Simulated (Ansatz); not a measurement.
# YAu: the cost of one run

Method: DFT PBEsol, scalar-relativistic, plane waves, PAW, in Ansatz 0.2.0.

1 further run of the same task is left out (it didn't finish).

### Step 1. The starting structure

It takes space group Pm-3m (No. 221, cubic). The conventional cell has a = 3.559 Å, b = 3.559 Å, c = 3.559 Å, α = 90.00°, β = 90.00°, γ = 90.00°. Around Y (site symmetry m-3m) lie 8 Au at 3.08 Å. Au (site symmetry m-3m) is surrounded by 8 Y at 3.08 Å.

Structure file:

```
Y Au
1.0
     3.55900    0.00000    0.00000
     0.00000    3.55900    0.00000
     0.00000    0.00000    3.55900
Y Au
1 1
Cartesian
  0.0000 0.0000 0.0000
  1.7795 1.7795 1.7795
```

(A quick probe on a coarse mesh, which set the mesh and smearing, is not shown.)

### Step 3. Relaxing cell and atoms

input.yaml

```yaml
crystal:
  lattice:
    - [3.5589998453, 0.0, 0.0]
    - [0.0, 3.5589998453, 0.0]
    - [0.0, 0.0, 3.5589998453]
  atoms:
    - { symbol: "Y", position: [0.0, 0.0, 0.0] }
    - { symbol: Au, position: [0.5, 0.5, 0.5] }
basis:
  ecutwfc: 420
kpoints:
  mp_grid: { grid: [12, 12, 12] }
hamiltonian:
  xc: pbesol
scf:
  occupations: { method: gaussian, width: 0.1 }
output:
  forces: true
  stress: true
  eigenvalues: true
  write_density: true
  write_potential: true
  elf: true
  volumetric_format: npy
relax:
  adjacent_minimum: "off"
  f_tol: 0.005
  max_steps: 80
  cell: { stress_tol: 0.05 }
```

Launch:

```bash
ansatz run input.yaml --threads 2 --pin off --max-ram 5632MiB --backend cpu --events-out ev --progress --plain --runs-dir out
```

What time and memory should one allow on 2 threads of Arm Neoverse V1, shared host?

About 8.7 s, with a peak of 0.38 GiB.
